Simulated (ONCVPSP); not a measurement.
**Platinum: generating and testing an ONCV potential**

Aim: build the potential from the settings below, then test how well it stands in for the atom: other configurations, scattering, ghost states and the plane-wave cutoff that it needs.

The numbers are computed with ONCVPSP 4.0.1.1 (patched build) (PBE, scalar-relativistic, spin-unpolarised reference atom).

**1. The atom and the settings**

The settings as typed:

- element: platinum (Pt, Z = 78)
- type: optimised norm-conserving Vanderbilt (ONCV)
- frozen core: [Xe] 4f14
- valence charge: 10
- reference configuration: 5d9 6s1
- partial waves: 6s: rc 2.45 bohr, ncon 4, nbas 7, qcut 2.2 1/bohr, 2 projectors, debl 1.9 Ha; p scattering state at 0.42 Ha: rc 2.50 bohr, ncon 3, nbas 6, qcut 3.6 1/bohr, 1 projector; 5d: rc 2.40 bohr, ncon 4, nbas 9, qcut 7.5 1/bohr, 2 projectors, debl 0.9 Ha
- local potential: polynomial inside 1.80 bohr (lpopt 5, dvloc0 0 Ha)
- core correction: Teter function fitted to the true core (icmod 2), fcfact 0.55

An earlier all-electron run gives the scale for the radii.

All-electron outer shells of the reference configuration (PBE, scalar-relativistic, ld1.x):

```tsv
shell	level (eV)	outermost node (bohr)	outermost maximum (bohr)
5p	-56.02	0.53	0.98
5d	-6.14	0.57	1.26
6s	-5.66	1.14	2.38
6p	-0.84	1.36	3.69
```

**2. Generation**

Pt.dat reads:

```
# ATOM AND REFERENCE CONFIGURATION
# atsym  z   nc   nv     iexc    psfile
  Pt 78.00   12    2        4      upf
#
#   n    l    f
    1    0    2.00
    2    0    2.00
    2    1    6.00
    3    0    2.00
    3    1    6.00
    3    2   10.00
    4    0    2.00
    4    1    6.00
    4    2   10.00
    4    3   14.00
    5    0    2.00
    5    1    6.00
    5    2    9.00
    6    0    1.00
#
# PSEUDOPOTENTIAL AND OPTIMIZATION
# lmax
    2
#
#   l,   rc,      ep,       ncon, nbas, qcut
    0    2.45    0.00    4    7    2.20
    1    2.50    0.42    3    6    3.60
    2    2.40    0.00    4    9    7.50
#
# LOCAL POTENTIAL
# lloc, lpopt,  rc(5),   dvloc0
    4    5    1.80    0.00
#
# VANDERBILT-KLEINMAN-BYLANDER PROJECTORs
# l, nproj, debl
    0    2    1.90
    1    1    2.10
    2    2    0.90
#
# MODEL CORE CHARGE
# icmod, fcfact, rcfact
    2    0.55    0.70
#
# LOG DERIVATIVE ANALYSIS
# epsh1, epsh2, depsh
   -2.00    5.00    0.02
#
# OUTPUT GRID
# rlmax, drl
    6.00    0.01
#
# TEST CONFIGURATIONS
# ncnf
    4
# nvcnf
#   n    l    f
    2
    5    2    9.00
    6    0    0.00
#
    2
    5    2    8.00
    6    0    0.00
#
    2
    5    2    7.00
    6    0    0.00
#
    2
    5    2    9.50
    6    0    0.50
#
```

Launch:

```console
$ oncvpsp.x < Pt.dat > Pt.out
```

Before running it: what results should come out? Wanted: cutoffs for 1 and 0.1 mHa per electron, occupied waves; bound ghosts; GHOST(+) flags; largest test error; largest phase difference near zero energy, channels read; rms error of d²Exc/dn², without and with the model core; projector energies reset by the program.

**Answer**, as computed:

```
                                                quantity                  value
  cutoffs for 1 and 0.1 mHa per electron, occupied waves        17 Ha and 20 Ha
                                            bound ghosts             none found
                                          GHOST(+) flags  s at 22 eV, p at 8 eV
                            largest test error (AE − PS)  -116 meV, for 5d7 6s0
largest phase difference near zero energy, channels read              2.900 rad
 rms error of d²Exc/dn², without and with the model core      4.34 and 0.71 mHa
                 projector energies reset by the program            p: 0.050 Ha
```

**Reading.** The worst unpolarised test, 5d7 6s0, is off by 116 meV on 61.4 eV; by total energies transferability rates as fair for so large an energy. That test lies far up in energy; among those under 40 eV, nearer to bonding, the largest error is 8.8 meV. The potential is soft on the atom at that tolerance: the looser tolerance needs 17 Ha. At the looser tolerance the 5d wave is the slowest; 6s needs 14 Ha. It is free of bound ghosts as far as tested. Of the channels read, p scatters worst near zero energy, by up to 2.90 rad. A step near π is an extra or missing state, not a misfit of shape. The pseudo curves have a pole with no partner nearby in the atom's: p at 0.29 Ha. At positive energy that is a spurious or a displaced resonance. The program also flags highly localised states, GHOST(+) (s, p). These are tests on the free atom; a crystal test is still owed.
